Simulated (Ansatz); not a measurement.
A nudged elastic band was laid between two geometries of a periodic cell of 17 atoms, W₈C₈F (surface WC(001), adsorbate F).

Method: Ansatz, DFT PBE, scalar-relativistic, plane waves, PAW. Settings: PAW set soft_1, cutoff 420 eV, k mesh 4x4x1, gaussian smearing 0.1 eV, no spin polarisation.

```json
{
  "movable images": "5",
  "climbing image": "yes",
  "spring": "2.0 to 10.0 eV/Å², energy-weighted",
  "optimiser": "lbfgs",
  "start path": "straight line",
  "force threshold": "0.03 eV/Å",
  "iteration limit": "74",
  "end points": "relaxed",
  "atoms held": "1, 5, 9, 13"
}
```

Initial state:

```xyz
17
Lattice="5.6779 0.0000 0.0000 -2.8390 4.9172 0.0000 0.0000 0.0000 15.1826" Properties=species:S:1:pos:R:3
W 0.000 0.000 1.000
C 1.419 0.820 2.364
W -0.009 -0.004 3.891
C 1.420 0.820 5.188
W -1.419 2.459 1.000
C -0.002 3.277 2.339
W -1.421 2.459 3.904
C 0.016 3.289 5.052
W 2.839 0.000 1.000
C 4.258 0.821 2.339
W 2.846 -0.004 3.891
C 4.258 0.800 5.053
W 1.419 2.459 1.000
C 2.840 3.277 2.340
W 1.418 2.468 3.892
C 2.821 3.289 5.053
F 1.425 0.819 6.517
```

Final state:

Only the atoms that move by more than 0.05 Å are listed.
```
C4 1.436 0.830 5.052
C8 0.000 3.278 5.188
F17 0.005 3.277 6.517
```

Which bonds break or form, and what moves?

The atom that moves furthest is F17, by 2.84 Å; four of its nearest neighbours are C4 1.33, W11 3.10, W15 3.10, W3 3.10 Å at the first end and C8 1.33, W15 3.10, W11 3.10, W7 3.10 Å at the last.

Give the energies along the band, and the barrier.

It converged. The highest image is number 3 of 0 to 6, 2.46 eV above the ends, which have the same energy within 2 meV. By the program's own check the climbing image is of a kind that is not told: the force calls were inconclusive, a negative curvature could not be distinguished from the path's own, the only one lies far off the path, or fixed occupations may fill a level only in part (lowest curvatures found: -17.20 and 2.00 eV/Å²). Limits of this set-up: coarse k mesh, thin slab, slab without dipole correction, odd electron count without spin, a typed lattice constant that wasn't relaxed here.

```csv
image,path coordinate (Å),energy (eV),C4–F17 (Å),C8–F17 (Å)
0,0.00,0.00,1.33,3.19
1,0.80,0.60,1.36,2.55
2,1.21,1.74,1.54,2.15
3,1.53,2.46,1.87,1.87
4,1.85,1.74,2.15,1.54
5,2.27,0.61,2.55,1.36
6,3.06,0.00,3.19,1.33
```

What is the geometry of the highest image?


```xyz
17
Lattice="5.6779 0.0000 0.0000 -2.8390 4.9172 0.0000 0.0000 0.0000 15.1826" Properties=species:S:1:pos:R:3
W 0.000 0.000 1.000
C 1.430 0.811 2.351
W -0.006 0.007 3.891
C 1.335 0.918 5.114
W -1.419 2.459 1.000
C -0.002 3.291 2.351
W -1.416 2.450 3.891
C 0.043 3.156 5.114
W 2.839 0.000 1.000
C 4.245 0.812 2.365
W 2.838 -0.001 3.977
C 4.273 0.828 5.086
W 1.419 2.459 1.000
C 2.856 3.288 2.314
W 1.441 2.471 3.819
C 2.810 3.261 5.014
F 0.678 2.031 6.468
```

Time of the run: 16 min on 4 threads of Intel(R) Xeon(R) Platinum 8488C (Sapphire Rapids), with other jobs on the host, peak memory 3.2 GiB.
